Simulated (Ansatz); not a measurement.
# BiPd3, space group Fm-3m: a calculation of the elastic constants

Computed with Ansatz 0.2.0 through its Python package.

Run as a notebook:

```python
from dataclasses import replace
import warnings

import ansatz
import numpy as np
```

```python
FUNCTIONAL = 'pbesol'
FILLING = 'methfessel_paxton'
KGRID = (12, 12, 12)
```

```python
warnings.simplefilter('ignore', ansatz.DeckWarning)

lattice = ansatz.Lattice.of(
    [0.0, 3.263086, 3.263086],
    [3.263086, 0.0, 3.263086],
    [3.263086, 3.263086, 0.0],
)
sites = [
    ('Bi', [0.5, 0.5, 0.5]),
    ('Pd', [0.75, 0.75, 0.75]),
    ('Pd', [0.25, 0.25, 0.25]),
    ('Pd', [0.0, 0.0, 0.0]),
]
xtal = ansatz.Crystal(lattice=lattice)
for symbol, position in sites:
    xtal = xtal.atom(symbol, position)
```

```python
model = (
    xtal.calculation()
    .functional(FUNCTIONAL)
    .occupations(FILLING)
    .kpoints(*KGRID)
)
# first bring the cell to zero stress
rest = model.relax(cell=True).run().lattice
relaxed = ansatz.Crystal(lattice=ansatz.Lattice.of(rest.cell_ang))
for site in rest.sites:
    relaxed = relaxed.atom(site.symbol, site.position_frac)
model = replace(model, crystal=relaxed)
print('relaxed volume {:.3f} A^3'.format(abs(np.linalg.det(rest.cell_ang))))
outcome = model.elastic(ansatz.ElasticMode.CLAMPED_ION).run()
elastic = outcome.elastic

print(np.array2string(np.round(elastic.c_gpa, 1) + 0.0, suppress_small=True))
print('Voigt stress of the unstrained cell (GPa, tension positive):', np.round(elastic.sigma0_gpa, 3) + 0.0)
print('smallest eigenvalue of C:', round(elastic.stability.min_eigenvalue_gpa, 1), 'GPa; tensor positive definite:', elastic.stability.min_eigenvalue_gpa > 0)
# averaged moduli need a positive definite tensor
if elastic.stability.min_eigenvalue_gpa > 0:
    for name, value in elastic.moduli.to_plain().items():
        print(f'{name:14s} {value:9.3f}')
```

    relaxed volume 67.746 A^3
    [[147.  148.  148.    0.    0.    0. ]
     [148.  147.  148.    0.    0.    0. ]
     [148.  148.  147.    0.    0.    0. ]
     [  0.    0.    0.   64.8   0.    0. ]
     [  0.    0.    0.    0.   64.8   0. ]
     [  0.    0.    0.    0.    0.   64.8]]
    Voigt stress of the unstrained cell (GPa, tension positive): [-0.008 -0.008 -0.008  0.     0.     0.   ]
    smallest eigenvalue of C: -1.0 GPa; tensor positive definite: False

What to keep in mind:
- Spin-orbit coupling, which matters for elements this heavy, is left out.
- These are clamped-ion constants: where atoms have free coordinates under strain, the relaxed-ion ones can be far smaller or negative, so this tensor doesn't settle whether the crystal is stable.
- This cell is a computed structure, which may not be the phase found in nature.
- Shear constants of a metal converge slowly with the k-point mesh and can be wrong in sign on a coarse one; the constants belong to the cell that was strained.
- Finished in 4.3 min on 1 thread of Arm Neoverse V2 (shared host), peak memory 0.89 GiB.

(A comment or docstring line of the script was reworded after the run, the code is as it ran.)
